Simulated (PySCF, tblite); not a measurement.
**GeH₁₀OSi₃, a small molecule taken as a stand-in for a surface group: NMR shifts, core binding energies and electronic excitations, part 1 of 2**

Aim: the NMR shifts, core binding energies and electronic excitations of `[SiH3][O][GeH]([SiH3])[SiH3]`.

Computed with tblite 0.8.0 and PySCF 2.14.0; each step states its level. No surroundings beyond the atoms listed, unless a continuum is named. Atoms count from 0, parts from 1.

## (1) The system as given

15 atoms, charge 0, multiplicity 1; geometry: distance geometry start.

## (2) Geometry optimisation with GFN2-xTB

The job: settings as JSON, then the geometry in Å.

```
{"job": {"kind": "relax", "xc": "GFN2-xTB", "basis": "xTB"}, "charge": 0, "multiplicity": 1}
Ge    -0.145575    -0.663699    -0.980449
Si    -2.049326    -0.053522     0.133068
Si     1.326951    -1.732812     0.457417
O      0.732054     0.864176    -1.444048
Si     0.769556     1.884967    -0.079866
H     -0.423947    -1.495135    -2.242560
H     -1.902268     1.332218     0.644506
H     -2.458454    -1.018660     1.173095
H     -3.134954    -0.050941    -0.884294
H      1.004200    -3.161807     0.654685
H      2.704754    -1.582505    -0.046638
H      1.225506    -0.999285     1.716831
H      1.906892     2.843391    -0.146743
H     -0.449634     2.737069    -0.097694
H      0.867708     1.136560     1.163125
```

Level: GFN2-xTB geometry optimisation, gas phase.

Started as:

```sh
$ OMP_NUM_THREADS=1 python cluster_run.py task.json out
```

This one command runs all jobs of the session in turn.

The log of the run:

```text
step      E/eV     max force
  0    -444.70558    2.116
  1    -444.85273    1.312
  2    -444.95377    1.076
  3    -444.99224    0.633
  4    -445.12356    0.847
  5    -445.17395    0.950
  6    -445.24257    0.739
  7    -445.27982    0.523
  8    -445.30764    0.451
  9    -445.33271    0.481
 10    -445.36713    0.590
 11    -445.40591    0.566
 12    -445.43777    0.376
 13    -445.45190    0.271
 14    -445.45830    0.240
 15    -445.46585    0.313
 16    -445.47815    0.425
 17    -445.49359    0.380
 18    -445.50622    0.252
 19    -445.51346    0.178
 20    -445.51865    0.195
 21    -445.52485    0.282
 22    -445.53454    0.365
 23    -445.54695    0.376
 24    -445.55733    0.358
 25    -445.56372    0.303
 26    -445.56858    0.222
 27    -445.57222    0.151
 28    -445.57494    0.139
 29    -445.57749    0.145
 30    -445.57986    0.146
 31    -445.58207    0.153
 32    -445.58400    0.144
 33    -445.58575    0.132
 34    -445.58735    0.128
 35    -445.58875    0.143
 36    -445.59008    0.097
 37    -445.59128    0.095
 38    -445.59275    0.096
 39    -445.59479    0.132
 40    -445.59698    0.132
 41    -445.59830    0.075
 42    -445.59889    0.059
 43    -445.59926    0.052
 44    -445.59967    0.060
 45    -445.60033    0.083
 46    -445.60101    0.074
 47    -445.60141    0.036
 48    -445.60155    0.025
 49    -445.60162    0.026
 50    -445.60172    0.025
 51    -445.60186    0.027
 52    -445.60201    0.025
 53    -445.60211    0.023
 54    -445.60216    0.015
 55    -445.60219    0.016
 56    -445.60224    0.018
 57    -445.60229    0.017
 58    -445.60233    0.016
 59    -445.60236    0.014
 60    -445.60238    0.010
 61    -445.60240    0.008
 62    -445.60241    0.009
 63    -445.60243    0.012
 64    -445.60247    0.016
 65    -445.60251    0.019
 66    -445.60256    0.016
 67    -445.60260    0.012
 68    -445.60262    0.011
 69    -445.60264    0.011
 70    -445.60268    0.016
 71    -445.60273    0.021
 72    -445.60281    0.024
 73    -445.60288    0.023
 74    -445.60293    0.018
 75    -445.60297    0.015
 76    -445.60300    0.016
 77    -445.60305    0.020
 78    -445.60312    0.023
 79    -445.60322    0.026
 80    -445.60331    0.023
 81    -445.60336    0.019
 82    -445.60339    0.019
 83    -445.60343    0.017
 84    -445.60349    0.021
 85    -445.60356    0.020
 86    -445.60363    0.026
 87    -445.60367    0.022
 88    -445.60371    0.017
 89    -445.60375    0.020
 90    -445.60381    0.022
 91    -445.60387    0.031
 92    -445.60392    0.027
 93    -445.60396    0.019
 94    -445.60400    0.023
 95    -445.60405    0.021
 96    -445.60410    0.017
 97    -445.60412    0.011
 98    -445.60413    0.011
 99    -445.60415    0.012
100    -445.60419    0.018
101    -445.60424    0.025
102    -445.60431    0.025
103    -445.60438    0.031
104    -445.60444    0.031
105    -445.60451    0.025
106    -445.60460    0.029
107    -445.60472    0.027
108    -445.60481    0.020
109    -445.60487    0.023
110    -445.60492    0.023
111    -445.60498    0.034
112    -445.60507    0.037
113    -445.60526    0.046
114    -445.60534    0.041
115    -445.60549    0.035
116    -445.60559    0.037
117    -445.60572    0.030
118    -445.60587    0.046
119    -445.60611    0.060
120    -445.60642    0.070
121    -445.60654    0.073
122    -445.60703    0.047
123    -445.60730    0.034
124    -445.60763    0.045
125    -445.60790    0.056
126    -445.60822    0.048
127    -445.60850    0.034
128    -445.60866    0.031
129    -445.60876    0.029
130    -445.60887    0.044
131    -445.60901    0.031
132    -445.60919    0.025
133    -445.60927    0.029
134    -445.60939    0.034
135    -445.60946    0.027
136    -445.60953    0.017
137    -445.60958    0.014
138    -445.60963    0.017
139    -445.60966    0.021
140    -445.60969    0.018
141    -445.60973    0.017
142    -445.60976    0.014
143    -445.60982    0.024
144    -445.60985    0.027
145    -445.60989    0.023
146    -445.60993    0.022
147    -445.60998    0.018
148    -445.61004    0.018
149    -445.61009    0.016
150    -445.61015    0.017
151    -445.61020    0.019
152    -445.61027    0.022
153    -445.61035    0.027
154    -445.61030    0.038
155    -445.61050    0.045
156    -445.61057    0.034
157    -445.61071    0.021
158    -445.61081    0.026
159    -445.61100    0.036
160    -445.61123    0.039
161    -445.61138    0.036
162    -445.61130    0.069
163    -445.61161    0.016
164    -445.61167    0.019
165    -445.61181    0.056
166    -445.61192    0.030
167    -445.61202    0.025
168    -445.61235    0.024
169    -445.61248    0.032
170    -445.61259    0.025
171    -445.61264    0.028
172    -445.61269    0.035
173    -445.61275    0.026
174    -445.61281    0.016
175    -445.61286    0.014
176    -445.61291    0.017
177    -445.61294    0.012
178    -445.61295    0.010
179    -445.61296    0.012
180    -445.61297    0.010
181    -445.61298    0.006
```

Run time: 6.4 s. Hardware: 1 thread of Intel Xeon Platinum 8259CL at 2.50GHz, shared host.

Step by step:

```csv
step,energy from step 0 (eV),largest force (eV/Å)
0,0.0000,2.1153
7,-0.5742,0.5231
14,-0.7527,0.2404
21,-0.8193,0.2825
28,-0.8694,0.1388
35,-0.8832,0.1435
42,-0.8933,0.0587
49,-0.8960,0.0260
56,-0.8967,0.0178
63,-0.8969,0.0121
70,-0.8971,0.0156
77,-0.8975,0.0206
84,-0.8979,0.0212
91,-0.8983,0.0307
98,-0.8986,0.0114
105,-0.8989,0.0250
112,-0.8995,0.0369
119,-0.9005,0.0604
126,-0.9026,0.0482
133,-0.9037,0.0282
140,-0.9041,0.0172
147,-0.9044,0.0180
154,-0.9047,0.0381
161,-0.9058,0.0363
168,-0.9068,0.0245
175,-0.9073,0.0142
181,-0.9074,0.0059
```

Distances of close pairs at the start and the end, largest changes first:

```csv
bond,before (Å),after (Å),change (Å)
O3–Si4,1.704,1.607,-0.097
Ge0–Si1,2.288,2.367,+0.078
Ge0–Si2,2.319,2.367,+0.048
Si4–H12,1.489,1.459,-0.030
Si1–H8,1.488,1.464,-0.024
Ge0–O3,1.822,1.802,-0.020
Si4–H13,1.488,1.469,-0.019
Si1–H6,1.484,1.467,-0.017
```

## (3) Geometry optimisation at PBE0-D3(BJ)/def2-SVP

The job: settings as JSON, then the geometry in Å.

```
{"job": {"xc": "PBE0", "basis": "def2-SVP", "d3": "d3bj", "grid": 2, "kind": "geom", "shake": 0.01}, "charge": 0, "multiplicity": 1}
Ge    -0.158875    -0.786358    -0.588475
Si    -2.427041    -0.222101    -0.067138
Si     1.453716    -1.925450     0.631449
O      0.620334     0.850313    -0.862056
Si     0.910633     2.246590    -0.160609
H     -0.117257    -1.213806    -2.073568
H     -2.484496     0.467598     1.229802
H     -3.185789    -1.449357     0.043592
H     -3.054384     0.636219    -1.058526
H      0.881398    -3.143547     1.218906
H      2.606080    -2.321670    -0.180755
H      1.972784    -1.106461     1.760482
H      1.538924     3.042779    -1.205348
H     -0.350956     2.878629     0.318695
H      1.784004     2.021250     1.008221
```

The log of the run:

```text
step   0  E = -3025.44445069  max force = 0.049148
step   1  E = -3025.45707789  max force = 0.010090
step   2  E = -3025.45843274  max force = 0.006176
step   3  E = -3025.45902149  max force = 0.002642
step   4  E = -3025.45933682  max force = 0.002690
step   5  E = -3025.45962976  max force = 0.002777
step   6  E = -3025.45974046  max force = 0.001508
step   7  E = -3025.45978090  max force = 0.000447
step   8  E = -3025.45980752  max force = 0.000837
step   9  E = -3025.45985490  max force = 0.001663
step  10  E = -3025.45990893  max force = 0.001763
step  11  E = -3025.45994992  max force = 0.001065
step  12  E = -3025.45996813  max force = 0.000407
step  13  E = -3025.45997404  max force = 0.000325
optimisation converged
```

Run time: 4.4 min. Hardware: 1 thread of Intel Xeon Platinum 8259CL at 2.50GHz, shared host; peak memory 0.78 GiB.

The steps of the relaxation:

```csv
step,energy from step 0 (eV),largest force component (eV/Å)
0,0.0000,2.5273
1,-0.3436,0.5188
2,-0.3805,0.3176
3,-0.3965,0.1359
4,-0.4051,0.1383
5,-0.4130,0.1428
6,-0.4161,0.0775
7,-0.4172,0.0230
8,-0.4179,0.0430
9,-0.4192,0.0855
10,-0.4206,0.0907
11,-0.4218,0.0548
12,-0.4223,0.0209
13,-0.4224,0.0167
```

Close pairs (by a distance rule), those that changed most:

```csv
bond,before (Å),after (Å),change (Å)
Ge0–Si2,2.321,2.391,+0.070
O3–Si4,1.589,1.657,+0.067
Si1–H7,1.447,1.496,+0.048
Si1–H8,1.454,1.494,+0.040
Ge0–O3,1.833,1.798,-0.035
Si4–H12,1.456,1.490,+0.034
Si2–H10,1.464,1.494,+0.029
Si2–H9,1.468,1.496,+0.027
```

The final coordinates are the input of the step that follows.

```csv
at the end point,value
point group (found at 0.08 Å tolerance),C1
"rotational constants (GHz, main isotopes)","1.548, 1.213, 0.841"
dipole moment (D),1.13
```

## (4) NMR shieldings: PBE0/pcSseg-1

The job: settings as JSON, then the geometry in Å.

```
{"job": {"kind": "nmr", "xc": "PBE0", "basis": "pcSseg-1"}, "charge": 0, "multiplicity": 1}
Ge    -0.070195    -0.692113    -0.832979
Si    -2.232334    -0.227639     0.087713
Si     1.310495    -1.941032     0.667242
O      0.772973     0.861262    -1.162623
Si     0.891734     2.266417    -0.293281
H     -0.185407    -1.374100    -2.211304
H     -2.086357     0.374173     1.447749
H     -2.982222    -1.516221     0.205268
H     -2.993260     0.710966    -0.790480
H      0.654135    -3.248090     0.979416
H      2.653152    -2.191456     0.062754
H      1.475386    -1.164837     1.933636
H      1.581465     3.286679    -1.132262
H     -0.469180     2.770708     0.083682
H      1.668755     2.059979     0.970267
```

With the program's defaults for keys left out, this is: GIAO PBE0/pcSseg-1 NMR shielding, non-relativistic, gas phase.

The log of the run:

```text
coarse grid: 56552 points
cycle   1  E = -3025.6340835274  dE = -7.450e-01  |g| = 1.153e+00  |ddm| = 3.545e+00
cycle   2  E = -3025.1796115534  dE =  4.545e-01  |g| = 1.862e+00  |ddm| = 2.031e+00
cycle   3  E = -3025.7632161587  dE = -5.836e-01  |g| = 3.554e-01  |ddm| = 1.716e+00
cycle   4  E = -3025.7852156754  dE = -2.200e-02  |g| = 8.619e-02  |ddm| = 2.948e-01
cycle   5  E = -3025.7859115641  dE = -6.959e-04  |g| = 1.487e-02  |ddm| = 6.894e-02
cycle   6  E = -3025.7859526661  dE = -4.110e-05  |g| = 2.915e-03  |ddm| = 1.896e-02
cycle   7  E = -3025.7859548683  dE = -2.202e-06  |g| = 3.629e-04  |ddm| = 4.236e-03
final grid: 113744 points
cycle   8  E = -3025.7859497024  dE = -3.600e-08  |g| = 3.405e-04  |ddm| = 1.491e-03
cycle   9  E = -3025.7859496818  dE =  2.062e-08  |g| = 4.919e-04  |ddm| = 7.895e-04
cycle  10  E = -3025.7859497301  dE = -4.836e-08  |g| = 9.232e-05  |ddm| = 4.075e-04
cycle  11  E = -3025.7859497319  dE = -1.715e-09  |g| = 1.555e-05  |ddm| = 1.037e-04
cycle  12  E = -3025.7859497319  dE = -1.910e-11  |g| = 2.933e-06  |ddm| = 1.340e-05
converged SCF energy = -3025.7859497319

GIAO shielding tensors (ppm)
atom      isotropic    diamagn.    paramagn.     s11        s22        s33       span
  0 Ge    1353.082    2760.158   -1407.076   1134.133   1252.760   1672.353    538.221
  1 Si     452.188     880.624    -428.436    441.311    452.290    462.962     21.650
  2 Si     453.689     880.244    -426.556    443.009    453.095    464.962     21.953
  3 O      349.469     402.789     -53.321    258.212    383.315    406.878    148.666
  4 Si     386.331     879.792    -493.461    335.299    347.005    476.689    141.390
  5 H       25.544      29.525      -3.981     19.468     21.511     35.652     16.184
  6 H       27.357      29.439      -2.082     24.157     25.733     32.179      8.022
  7 H       27.756      28.583      -0.827     24.328     25.439     33.501      9.173
  8 H       27.239      28.659      -1.419     23.789     24.971     32.958      9.169
  9 H       27.784      28.365      -0.581     24.205     25.612     33.535      9.330
 10 H       27.381      28.176      -0.796     23.803     25.036     33.304      9.500
 11 H       27.406      29.102      -1.696     23.879     26.059     32.280      8.401
 12 H       26.338      28.532      -2.194     22.898     24.036     32.080      9.182
 13 H       26.382      30.215      -3.832     22.494     25.744     30.908      8.414
 14 H       26.364      30.205      -3.840     22.659     25.094     31.340      8.681
```

Wall time 36 s (1 thread of Intel Xeon Platinum 8259CL at 2.50GHz, shared host); peak memory 0.92 GiB.

The references, computed at this level on geometries of the same kind, shield at (ppm): ¹H TMS 31.27, ²⁹Si TMS 352.0, ¹⁷O H2O 334.6, ⁷³Ge GeMe4 1330. Their shielding less the atom's gives the shift. The references are single molecules in the gas phase, so shifts against H2O, NH3, PH3, H3PO4 or CFCl3 are not on the usual liquid scales and can be off by tens of ppm.

```csv
atoms,environment,σ (ppm),δ (ppm)
H5,"hydrogen on a germanium bonded to O, 2 Si",25.54,5.72
H12,hydrogen on a silicon bonded to O,26.34,4.93
H14,hydrogen on a silicon bonded to O,26.36,4.90
H13,hydrogen on a silicon bonded to O,26.38,4.88
H8,hydrogen on a silicon bonded to Ge,27.24,4.03
H6,hydrogen on a silicon bonded to Ge,27.36,3.91
H10,hydrogen on a silicon bonded to Ge,27.38,3.89
H11,hydrogen on a silicon bonded to Ge,27.41,3.86
H7,hydrogen on a silicon bonded to Ge,27.76,3.51
H9,hydrogen on a silicon bonded to Ge,27.78,3.48
Ge0,"germanium bonded to O, 2 Si, H",1353,-23
Si4,"silicon bonded to O, 3 H",386.3,-34.3
Si1,"silicon bonded to Ge, 3 H",452.2,-100.2
Si2,"silicon bonded to Ge, 3 H",453.7,-101.7
O3,"oxygen bonded to Ge, Si",349.5,-14.9
```

Charges from the same density, by scheme (e):

```csv
atoms,Mulliken,IAO,Hirshfeld,ESP fit
Ge0,0.09,0.48,0.27,0.26
Si1,0.32,0.27,0.21,0.16
Si2,0.36,0.28,0.21,0.18
O3,-0.83,-0.84,-0.33,-0.44
Si4,0.71,0.84,0.36,0.56
```

Mayer bond orders: Ge0–Si1 0.88, Ge0–Si2 0.88, Ge0–O3 0.72, O3–Si4 0.96.

(Continued in part 2 of 2.)
